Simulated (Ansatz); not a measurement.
**Ba2RuN2: how the settings move a single-point run**

Aim: see which settings change the result for Ba2RuN2, by how much, and at what cost.

Method: reference: DFT, HSE06, plane waves, PAW, in Ansatz 0.2.0.

1 further run of the same task is left out (for a known fault of the program).

## (1) The system as given

The structure is tetragonal, space group I4/mmm (No. 139). Conventional cell: a = 4.167 Å, b = 4.167 Å, c = 13.076 Å, α = 90.00°, β = 90.00°, γ = 90.00°. Ba (site symmetry 4mm) is surrounded by 5 N at 2.92 to 2.95 Å. Around Ru (site symmetry 4/mmm) lie 2 N at 1.81 Å. N (site symmetry 4mm) is surrounded by 1 Ru at 1.81 Å.

Structure file:

```
CELL_PARAMETERS angstrom
-2.08369 2.08369 6.53783
2.08369 -2.08369 6.53783
2.08369 2.08369 -6.53783
ATOMIC_POSITIONS crystal
Ba 0.13872 0.13872 0.00000
Ba 0.86128 0.86128 0.00000
Ru 0.50000 0.50000 0.00000
N 0.63828 0.63828 0.00000
N 0.36172 0.36172 0.00000
```

## (2) Reference

File input.yaml:

```yaml
crystal:
  lattice:
    - [-2.0836869675, 2.0836869675, 6.5378294921]
    - [2.0836869675, -2.0836869675, 6.5378294921]
    - [2.0836869675, 2.0836869675, -6.5378294921]
  atoms:
    - { symbol: Ba, position: [0.1387171371, 0.1387171371, 0.0] }
    - { symbol: Ba, position: [0.8612828629, 0.8612828629, 0.0] }
    - { symbol: Ru, position: [0.5, 0.5, 0.0] }
    - { symbol: "N", position: [0.6382847496, 0.6382847496, 0.0] }
    - { symbol: "N", position: [0.3617152504, 0.3617152504, 0.0] }
kpoints:
  mp_grid: { grid: [4, 4, 4] }
hamiltonian:
  xc: hse06
scf:
  occupations: { method: fermi_dirac, width: 0.02 }
  n_extra_bands: 5
output:
  forces: true
  stress: true
  eigenvalues: true
```

Run with:

```sh
ansatz run input.yaml --threads 4 --pin off --max-ram 4608MiB --backend cpu --events-out ev --progress --plain --runs-dir out
```

## (3) Variant: exchange pbe, correlation pbe, coeff 0.2

input.yaml: that of step 2 with these lines changed.

```diff
@@ -14,3 +14,3 @@
 hamiltonian:
-  xc: hse06
+  xc: { exchange: pbe, correlation: pbe, exx: { coeff: 0.2 } }
 scf:
```

## (4) Changing settings: mp_grid.grid [5, 5, 5]

input.yaml: that of step 2 with these lines changed.

```diff
@@ -12,3 +12,3 @@
 kpoints:
-  mp_grid: { grid: [4, 4, 4] }
+  mp_grid: { grid: [5, 5, 5] }
 hamiltonian:
```

Before running it: what results should come out? Wanted: for each run, ending; energy change; pressure; gap; force.

The runs gave:

```
                                        run     ending   energy change  pressure (GPa)  gap (eV)  force (eV/Å)  cycles  time
                                  reference  converged               0            -0.6      0.31          0.41      23  36 s
1: exchange pbe, correlation pbe, coeff 0.2  converged  not comparable            -0.3      0.68          0.28      47  50 s
                  2: mp_grid.grid [5, 5, 5]  converged   -9.4 meV/atom            -0.9      1.29          0.45      22  65 s
```

Residual by cycle in the longest SCF loop of each run; runs are numbered as in the table. The quantity is the density residual dr2, in eV.

```
cycle  reference    run 1    run 2
    1     0.0302   0.0345   0.0646
    2    0.00804   0.0175   0.0226
    3     5.4e-4   3.8e-5   0.0299
    4     1.5e-4   7.7e-6   0.0099
    5     1.7e-5   1.7e-6  0.00288
    6     4.4e-7   6.6e-7   6.1e-4
    7     5.0e-8   1.1e-7   8.7e-4
    8     7.3e-9   3.4e-9   2.5e-5
    9    6.7e-10  8.4e-10   1.1e-5
   10          -  2.0e-10        -
   11          -  1.0e-11        -
```

«mp_grid.grid [5, 5, 5]» moves the energy by -9.4 meV/atom. The gap of the reference lacks spin-orbit coupling, though the cell holds Ba.
